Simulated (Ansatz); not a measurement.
# C3H9B: the cost of one run

All numbers below are computed with Ansatz 0.2.0 (RKS PBE0/def2-SVP).

## (1) The structure to begin with

Bond lengths: B1–C2 1.600 Å, C2–H3 1.110 Å, C2–H4 1.110 Å, C2–H5 1.110 Å, B1–C6 1.600 Å, C6–H7 1.110 Å, C6–H8 1.110 Å, C6–H9 1.110 Å, B1–C10 1.600 Å, C10–H11 1.110 Å, C10–H12 1.110 Å, C10–H13 1.110 Å. Angles (14 of 21 angles, heavy atoms first): C2–B1–C6 120.0°, C2–B1–C10 120.0°, C6–B1–C10 120.0°, B1–C2–H3 109.5°, B1–C2–H4 109.5°, B1–C2–H5 109.5°, B1–C6–H7 109.5°, B1–C6–H8 109.5°, B1–C6–H9 109.5°, B1–C10–H11 109.5°, B1–C10–H12 109.5°, B1–C10–H13 109.5°, H3–C2–H4 109.4°, H3–C2–H5 109.4°.

Coordinates:

```xyz
13

B     0.0000    0.0000    0.0000
C     0.0000    0.0000    1.6000
H    -0.9996   -0.3092    1.9705
H     0.7676   -0.7111    1.9705
H     0.2320    1.0203    1.9705
C     1.3856    0.0000   -0.8000
H     1.7152   -1.0462   -0.9702
H     1.2491    0.5080   -1.7774
H     2.1552    0.5381   -0.2082
C    -1.3856    0.0000   -0.8000
H    -1.9458   -0.9305   -0.5708
H    -1.9898    0.8797   -0.4946
H    -1.1839    0.0508   -1.8903
```

## (2) Preparing the start

input.yaml

```yaml
crystal:
  periodic: [false, false, false]
  atoms:
    - { symbol: B, position_ang: [0.0, 0.0, 0.0] }
    - { symbol: C, position_ang: [0.0, 0.0, 1.6] }
    - { symbol: H, position_ang: [-0.9996, -0.3092, 1.9705] }
    - { symbol: H, position_ang: [0.7676, -0.7111, 1.9705] }
    - { symbol: H, position_ang: [0.232, 1.0203, 1.9705] }
    - { symbol: C, position_ang: [1.3856, 0.0, -0.8] }
    - { symbol: H, position_ang: [1.7152, -1.0462, -0.9702] }
    - { symbol: H, position_ang: [1.2491, 0.508, -1.7774] }
    - { symbol: H, position_ang: [2.1552, 0.5381, -0.2082] }
    - { symbol: C, position_ang: [-1.3856, 0.0, -0.8] }
    - { symbol: H, position_ang: [-1.9458, -0.9305, -0.5708] }
    - { symbol: H, position_ang: [-1.9898, 0.8797, -0.4946] }
    - { symbol: H, position_ang: [-1.1839, 0.0508, -1.8903] }
basis:
  gaussian: { orbitals: def2-SVP }
hamiltonian:
  xc: pbe0
relax:
  f_tol: 0.02
  max_steps: 40
```

Started as:

```bash
$ ansatz run input.yaml --threads 4 --pin off --max-ram 5120MiB --backend cpu --events-out ev --progress --plain --runs-dir out
```

What time and memory should one allow on 4 threads of Intel Xeon 6975P-C (Granite Rapids), shared host?

About 7 s, with a peak of 0.21 GiB.
